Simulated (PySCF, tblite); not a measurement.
# C₄H₉GeN: dynamics, then NMR shifts on frames

Aim: move C₄H₉GeN (`CC#[C][Ge@@H]([CH3])[NH2]`) away from its starting geometry and see how NMR shifts follow the geometry.

The runs use tblite 0.8.0 and PySCF 2.14.0, with density-fitted response routines of our own; the level of theory stands in each step. All values are computed, except where a source is named. Atoms count from 0, in the outputs and in this text.

### Step 1. The molecule as given

15 atoms, charge 0, multiplicity 1; geometry from: GFN2-xTB.

Bonds of the start (Å): C0–C1 1.45, C1–C2 1.21, C2–Ge3 1.91, Ge3–C4 1.97, Ge3–N5 1.82, C0–H6 1.09, C0–H7 1.09, C0–H8 1.09, Ge3–H9 1.51, C4–H10 1.09, C4–H11 1.09, C4–H12 1.09, N5–H13 1.01, N5–H14 1.01.

### Step 2. A short Langevin run with GFN2-xTB

What the job is given:

```
{"job": {"kind": "md", "xc": "GFN2-xTB", "basis": "xTB", "temperature": 600, "steps": 2000, "every": 50, "frames": 5}, "charge": 0, "multiplicity": 1}
C      3.311307    -0.195699     0.114381
C      1.883443    -0.150628    -0.119558
C      0.694815    -0.134396    -0.320335
Ge    -1.194669    -0.029756    -0.606545
C     -2.166792    -0.975469     0.817570
N     -1.812374     1.683138    -0.641436
H      3.557979    -1.044429     0.752236
H      3.638401     0.721875     0.603194
H      3.841158    -0.298255    -0.832409
H     -1.466882    -0.565463    -1.989086
H     -1.931806    -0.549149     1.789952
H     -1.904783    -2.029210     0.840889
H     -3.237657    -0.889669     0.657181
H     -1.815729     2.170261     0.243931
H     -1.400825     2.294838    -1.331878
```

Method: GFN2-xTB Langevin dynamics, gas phase.

Launch:

```
$ OMP_NUM_THREADS=1 python probes_run.py task.json out
```

The driver reads the jobs from task.json and runs them one after another.

The log of the run:

```text
t/fs     T/K      E/eV
    0.0   478.5   -487.76018
   25.0   250.0   -486.87935
   50.0   441.8   -487.05027
   75.0   456.3   -487.05088
  100.0   533.3   -487.37379
  125.0   457.7   -487.12859
  150.0   429.4   -487.09049
  175.0   433.7   -486.74152
  200.0   568.1   -486.79439
  225.0   485.3   -486.74907
  250.0   504.2   -486.85819
  275.0   454.6   -486.84223
  300.0   497.4   -486.65908
  325.0   641.4   -486.77017
  350.0   669.4   -486.74896
  375.0   671.4   -486.98979
  400.0   507.6   -486.61811
  425.0   531.3   -486.71871
  450.0   918.1   -486.90904
  475.0   528.0   -486.56760
  500.0   715.8   -486.50719
  525.0   585.7   -486.30466
  550.0   670.8   -486.61307
  575.0   674.7   -486.32877
  600.0   715.8   -486.44090
  625.0   919.2   -486.44463
  650.0   820.4   -486.36645
  675.0  1190.6   -486.93034
  700.0   722.1   -486.38216
  725.0   937.9   -486.69485
  750.0   918.3   -486.72285
  775.0   862.2   -486.82808
  800.0   785.8   -486.73442
  825.0   807.0   -487.06858
  850.0   600.9   -486.69293
  875.0   573.5   -486.70674
  900.0   534.4   -486.60210
  925.0   700.2   -486.71798
  950.0   613.4   -486.58319
  975.0   713.5   -486.90731
 1000.0   728.3   -486.95264
```

It took 8.7 s on 1 thread of Arm Neoverse V2, shared host; peak memory 0.18 GiB.

Distance from the start (root mean square after alignment): 0 fs 0.00 Å, 200 fs 0.52 Å, 400 fs 0.90 Å, 600 fs 1.35 Å, 800 fs 0.94 Å, 1000 fs 0.62 Å.

Positions (Å) and forces (eV/Å) at 1000 fs:

```xyz
15

C     1.610   -1.161    2.268   -1.034   -0.356    0.275
C     0.672   -0.365    1.489    1.377   -0.310    0.082
C    -0.059    0.059    0.639   -1.027    0.338   -0.231
Ge   -1.396    0.957   -0.364    1.240    1.233    0.356
C    -0.729    2.848   -0.547    1.105   -0.372    0.516
N    -1.342    0.236   -2.012   -1.259   -0.190   -0.898
H     2.236   -0.598    2.988   -0.772   -0.376   -0.277
H     2.260   -1.768    1.646    0.120    0.188   -0.285
H     0.849   -1.867    2.680    1.075    0.227    0.717
H    -2.768    1.105    0.252   -0.033   -0.305    0.157
H     0.037    3.176    0.182   -0.706   -0.475    0.178
H    -1.611    3.404   -0.413   -0.919    1.091    0.331
H    -0.271    3.202   -1.451   -0.076   -0.472   -0.859
H    -1.552    0.980   -2.658    0.720    0.712   -0.445
H    -2.189   -0.277   -2.239    0.191   -0.933    0.382
```

### Step 3. NMR shieldings: 250 fs, PBE0/pcSseg-1

What the job is given:

```
{"job": {"kind": "nmr", "xc": "PBE0", "basis": "pcSseg-1", "pop": false}, "charge": 0, "multiplicity": 1}
C      2.790000    -0.265000     0.075600
C      1.435400    -0.406600    -0.401800
C      0.206400    -0.468000    -0.485500
Ge    -1.583000     0.080800    -0.739400
C     -2.569300    -0.342400     1.021900
N     -1.527400     1.840000    -1.055400
H      2.931800    -1.008700     0.874000
H      2.844700     0.803400     0.414800
H      3.501500    -0.486200    -0.736700
H     -2.194200    -0.796800    -1.930700
H     -3.016700     0.409000     1.596200
H     -2.038500    -0.837600     1.795800
H     -3.434300    -0.902600     0.598700
H     -2.156600     2.446700    -1.503400
H     -0.536800     2.231300    -1.301200
```

With the program's defaults for keys left out, this is: GIAO PBE0/pcSseg-1 NMR shielding, non-relativistic, gas phase.

The log of the run:

```text
coarse grid: 55504 points
cycle   1  E = -2288.6334766912  dE = -2.476e-01  |g| = 1.031e+00  |ddm| = 3.699e+00
cycle   2  E = -2288.5621697075  dE =  7.131e-02  |g| = 1.156e+00  |ddm| = 1.441e+00
cycle   3  E = -2288.7494509570  dE = -1.873e-01  |g| = 1.731e-01  |ddm| = 9.240e-01
cycle   4  E = -2288.7533686276  dE = -3.918e-03  |g| = 1.175e-01  |ddm| = 1.973e-01
cycle   5  E = -2288.7565182779  dE = -3.150e-03  |g| = 2.579e-02  |ddm| = 9.235e-02
cycle   6  E = -2288.7566742056  dE = -1.559e-04  |g| = 4.535e-03  |ddm| = 2.390e-02
cycle   7  E = -2288.7566782398  dE = -4.034e-06  |g| = 1.255e-03  |ddm| = 5.119e-03
final grid: 117216 points
cycle   8  E = -2288.7566887264  dE =  1.487e-07  |g| = 1.532e-03  |ddm| = 3.185e-03
cycle   9  E = -2288.7566883074  dE =  4.190e-07  |g| = 2.052e-03  |ddm| = 3.227e-03
cycle  10  E = -2288.7566892896  dE = -9.822e-07  |g| = 2.303e-04  |ddm| = 1.826e-03
cycle  11  E = -2288.7566893017  dE = -1.209e-08  |g| = 6.976e-05  |ddm| = 2.076e-04
cycle  12  E = -2288.7566893029  dE = -1.202e-09  |g| = 1.180e-05  |ddm| = 5.543e-05
cycle  13  E = -2288.7566893029  dE = -1.819e-11  |g| = 1.888e-06  |ddm| = 1.022e-05
converged SCF energy = -2288.7566893029

GIAO shielding tensors (ppm)
atom      isotropic    diamagn.    paramagn.     s11        s22        s33       span
  0 C      176.119     253.785     -77.666    167.809    170.414    190.133     22.324
  1 C       66.657     275.310    -208.653    -40.064    -24.819    264.853    304.916
  2 C       90.321     269.350    -179.029     -8.009      9.323    269.648    277.658
  3 Ge    1408.137    2755.039   -1346.902   1282.612   1407.353   1534.448    251.836
  4 C      183.133     246.568     -63.435    158.621    183.204    207.572     48.951
  5 N      247.220     319.970     -72.750    201.918    245.994    293.748     91.830
  6 H       28.746      29.852      -1.106     23.558     27.683     34.996     11.438
  7 H       28.114      30.124      -2.010     22.683     27.902     33.758     11.075
  8 H       29.469      27.270       2.199     24.564     27.311     36.532     11.969
  9 H       25.386      26.987      -1.601     19.384     20.316     36.458     17.074
 10 H       32.298      30.074       2.223     27.709     29.293     39.891     12.183
 11 H       31.544      31.916      -0.372     26.321     29.592     38.717     12.396
 12 H       30.770      26.540       4.230     25.390     28.267     38.654     13.264
 13 H       31.690      31.339       0.351     23.499     26.613     44.958     21.459
 14 H       29.457      30.963      -1.506     20.544     27.835     39.993     19.449
```

It took 21 s on 1 thread of Arm Neoverse V2, shared host; peak memory 0.73 GiB.

Shifts follow as δ = σ(reference) − σ, with reference shieldings (ppm) from runs at the same level and on the same kind of geometry: ¹H TMS 31.72, ¹³C TMS 186.9, ¹⁵N NH3 267.7, ⁷³Ge GeMe4 1331. The references are single molecules in the gas phase, so shifts against H2O, NH3, PH3, H3PO4 or CFCl3 are not on the usual liquid scales and can be off by tens of ppm. Each atom is listed at this fixed geometry, with no averaging over motion; a spectrum would average atoms that exchange fast.

```
atoms                               environment  σ (ppm)  δ (ppm)
   C1                             alkyne carbon     66.7    120.3
   C2                             alkyne carbon     90.3     96.6
   C0                 propargylic methyl carbon    176.1     10.8
   C4                methyl carbon bonded to Ge    183.1      3.8
   H9  hydrogen on a germanium bonded to 2 C, N    25.39     6.33
   H7   hydrogen on a propargylic methyl carbon    28.11     3.60
   H6   hydrogen on a propargylic methyl carbon    28.75     2.97
  H14       hydrogen on a nitrogen bonded to Ge    29.46     2.26
   H8   hydrogen on a propargylic methyl carbon    29.47     2.25
  H12  hydrogen on a methyl carbon bonded to Ge    30.77     0.95
  H11  hydrogen on a methyl carbon bonded to Ge    31.54     0.17
  H13       hydrogen on a nitrogen bonded to Ge    31.69     0.03
  H10  hydrogen on a methyl carbon bonded to Ge    32.30    -0.58
  Ge3             germanium bonded to 2 C, N, H     1408      -77
   N5                nitrogen bonded to Ge, 2 H    247.2     20.5
```

### Step 4. Shielding tensors: 425 fs, PBE0/pcSseg-1

What the job is given:

```
{"job": {"kind": "nmr", "xc": "PBE0", "basis": "pcSseg-1", "pop": false}, "charge": 0, "multiplicity": 1}
C      2.963900    -0.611000     0.330500
C      1.635100    -0.273500     0.089300
C      0.406400    -0.186700     0.238500
Ge    -1.332300    -0.056300    -0.536100
C     -2.532800    -0.197300     1.087600
N     -1.446100     1.663500    -1.137500
H      3.423400    -0.903300    -0.627900
H      3.101500    -1.540900     0.962600
H      3.532900     0.228600     0.855400
H     -1.627300    -1.225500    -1.399400
H     -1.923000    -0.214500     2.058800
H     -3.300000    -1.053700     1.065400
H     -3.028500     0.663500     1.338800
H     -1.000900     2.304800    -0.400000
H     -0.993400     1.796700    -2.026200
```

Level: GIAO PBE0/pcSseg-1 NMR shielding, non-relativistic, gas phase.

The log of the run:

```text
coarse grid: 55504 points
cycle   1  E = -2288.6316962753  dE = -2.409e-01  |g| = 1.019e+00  |ddm| = 3.623e+00
cycle   2  E = -2288.5646883310  dE =  6.701e-02  |g| = 1.138e+00  |ddm| = 1.397e+00
cycle   3  E = -2288.7453181601  dE = -1.806e-01  |g| = 1.729e-01  |ddm| = 8.542e-01
cycle   4  E = -2288.7490650427  dE = -3.747e-03  |g| = 1.193e-01  |ddm| = 2.013e-01
cycle   5  E = -2288.7523432119  dE = -3.278e-03  |g| = 2.746e-02  |ddm| = 9.492e-02
cycle   6  E = -2288.7525230994  dE = -1.799e-04  |g| = 4.843e-03  |ddm| = 2.666e-02
cycle   7  E = -2288.7525280473  dE = -4.948e-06  |g| = 1.212e-03  |ddm| = 5.265e-03
final grid: 117216 points
cycle   8  E = -2288.7525417622  dE =  7.585e-08  |g| = 1.415e-03  |ddm| = 3.243e-03
cycle   9  E = -2288.7525414421  dE =  3.200e-07  |g| = 1.864e-03  |ddm| = 3.005e-03
cycle  10  E = -2288.7525422337  dE = -7.916e-07  |g| = 1.912e-04  |ddm| = 1.611e-03
cycle  11  E = -2288.7525422422  dE = -8.485e-09  |g| = 5.484e-05  |ddm| = 1.964e-04
cycle  12  E = -2288.7525422429  dE = -7.058e-10  |g| = 1.625e-05  |ddm| = 4.686e-05
converged SCF energy = -2288.7525422429

GIAO shielding tensors (ppm)
atom      isotropic    diamagn.    paramagn.     s11        s22        s33       span
  0 C      176.416     250.198     -73.782    164.910    168.876    195.462     30.552
  1 C       62.104     269.609    -207.506    -47.471    -18.632    252.415    299.886
  2 C       83.810     268.900    -185.090    -28.228     11.616    268.043    296.270
  3 Ge    1399.042    2756.996   -1357.953   1299.251   1375.332   1522.543    223.292
  4 C      180.516     249.778     -69.262    161.132    176.760    203.657     42.526
  5 N      234.718     321.659     -86.941    211.235    235.317    257.603     46.368
  6 H       29.304      27.828       1.476     24.405     27.725     35.782     11.377
  7 H       28.140      27.935       0.205     23.326     26.770     34.323     10.997
  8 H       28.284      26.942       1.342     23.206     26.413     35.235     12.029
  9 H       26.598      29.624      -3.026     20.024     21.435     38.336     18.312
 10 H       29.950      30.624      -0.674     25.099     28.389     36.362     11.263
 11 H       29.867      26.911       2.956     25.098     26.503     38.001     12.904
 12 H       32.770      30.996       1.775     28.093     30.324     39.894     11.802
 13 H       29.838      31.290      -1.452     23.268     27.289     38.958     15.691
 14 H       31.083      32.540      -1.457     23.835     26.799     42.615     18.780
```

Run time: 20 s. Hardware: 1 thread of Arm Neoverse V2, shared host; peak memory 0.81 GiB.

This run: δ C1 124.8, C2 103.1, C0 10.5, C4 6.4, H9 5.12, H7 3.58 ppm.

[end of part 1 of 2]
